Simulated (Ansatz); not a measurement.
# C2H13GeInSi2Zn: small, medium and large basis sets

An exercise on one series of results from a longer session: the logs are not shown, and one member is left open.

The runs use Ansatz 0.2.0, Gaussian basis; one geometry, several basis sets.

Levels to be run: PBE0-D4/def2-SVP; ωB97M-V/def2-SVP; PBE0-D4/def2-QZVPP; ωB97M-V/def2-QZVPP; the functionals' def2-TZVPP values are taken from earlier runs.

1 further run of the same task is left out (for a known fault of the program).

### The geometry

All runs share one geometry, relaxed beforehand with PBE0-D4 in a triple-zeta def2 set. In takes the def2 core potential; no spin-orbit term is included.

SMILES `C[C]([SiH3])([ZnH])[GeH2][SiH2][InH2]`, 20 atoms, charge 0, spin multiplicity 1.

Atoms are counted from 1 here; the program's logs count them from 0.

Bond lengths: C1–C2 1.544 Å, C1–H8 1.095 Å, C1–H9 1.098 Å, C1–H10 1.094 Å, C2–Si3 1.835 Å, C2–Zn4 2.009 Å, C2–Ge5 1.970 Å, Si3–H11 1.489 Å, Si3–H12 1.492 Å, Si3–H13 1.531 Å, Zn4–H14 1.552 Å, Ge5–Si6 2.395 Å, Ge5–H15 1.546 Å, Ge5–H16 1.549 Å, Si6–In7 2.555 Å, Si6–H17 1.490 Å, Si6–H18 1.488 Å, In7–H19 1.799 Å and more. Angles: C2–C1–H8 112.2°, C2–C1–H9 112.4°, C2–C1–H10 111.6°, H8–C1–H9 106.9°, H8–C1–H10 106.7°, H9–C1–H10 106.7°, C1–C2–Si3 110.1°, C1–C2–Zn4 110.8°, C1–C2–Ge5 109.0°, Si3–C2–Zn4 108.0°, Si3–C2–Ge5 110.9°, Zn4–C2–Ge5 108.0°, C2–Si3–H11 113.7°, C2–Si3–H12 116.3°, C2–Si3–H13 111.4°, H11–Si3–H12 108.3°, H11–Si3–H13 103.5°, H12–Si3–H13 102.3° and more.

Set-up of the first run:

in.yaml

```yaml
crystal:
  periodic: [false, false, false]
  atoms:
    - {symbol: C, position_ang: [-2.381642, -0.651022, -0.471307]}
    - {symbol: C, position_ang: [-0.890351, -0.374757, -0.183164]}
    - {symbol: Si, position_ang: [-0.535571, -0.624401, 1.599401]}
    - {symbol: Zn, position_ang: [0.283373, -1.623509, -1.231553]}
    - {symbol: Ge, position_ang: [-0.462032, 1.468071, -0.733291]}
    - {symbol: Si, position_ang: [1.853719, 1.939065, -0.346394]}
    - {symbol: In, position_ang: [2.682363, -0.263468, 0.648775]}
    - {symbol: H, position_ang: [-2.679655, -1.662704, -0.175476]}
    - {symbol: H, position_ang: [-3.046148, 0.044765, 0.057439]}
    - {symbol: H, position_ang: [-2.610392, -0.554565, -1.536899]}
    - {symbol: H, position_ang: [-0.747421, -2.023698, 2.062591]}
    - {symbol: H, position_ang: [-1.233886, 0.293014, 2.546669]}
    - {symbol: H, position_ang: [0.938059, -0.360488, 1.918170]}
    - {symbol: H, position_ang: [0.575319, -2.628420, -2.377790]}
    - {symbol: H, position_ang: [-0.799282, 1.607843, -2.235607]}
    - {symbol: H, position_ang: [-1.376255, 2.458210, 0.031059]}
    - {symbol: H, position_ang: [2.542638, 2.233736, -1.634070]}
    - {symbol: H, position_ang: [2.040661, 3.104762, 0.559627]}
    - {symbol: H, position_ang: [2.035654, -1.621927, -0.336945]}
    - {symbol: H, position_ang: [3.810839, -0.760508, 1.838775]}
basis:
  gaussian: {orbitals: def2-SVP}
hamiltonian: {xc: pbe0, dispersion: d4}
output: {orbitals: {seedname: orbitals}}
```

On the command line:

```bash
ansatz run in.yaml --threads 4 --pin off --events-out ev --progress --plain --max-ram 66560MiB --backend cpu
```

Among the steps run: PBE0-D4 in def2-SVP; ωB97M-V in def2-SVP; PBE0-D4 in def2-QZVPP; ωB97M-V in def2-QZVPP.

One of the session's tables, all rows but one given; the rest of the session is left out.

It belongs to the step «Functionals by basis». 

| functional | basis | HOMO (eV) | LUMO (eV) |
| --- | --- | --- | --- |
| PBE0-D4 | def2-SVP | -6.94 | -1.64 |
| PBE0-D4 | def2-TZVPP | -7.01 | -1.72 |
| PBE0-D4 | def2-QZVPP | -7.01 | -1.73 |
| ωB97M-V | def2-SVP | -9.01 | -0.01 |
| ωB97M-V | def2-TZVPP | -9.11 | -0.17 |
| ωB97M-V | def2-QZVPP | ? | ? |

Q: Estimate the row for ωB97M-V, def2-QZVPP from the others.

**Answer.** HOMO (eV): -9.11; LUMO (eV): -0.23.
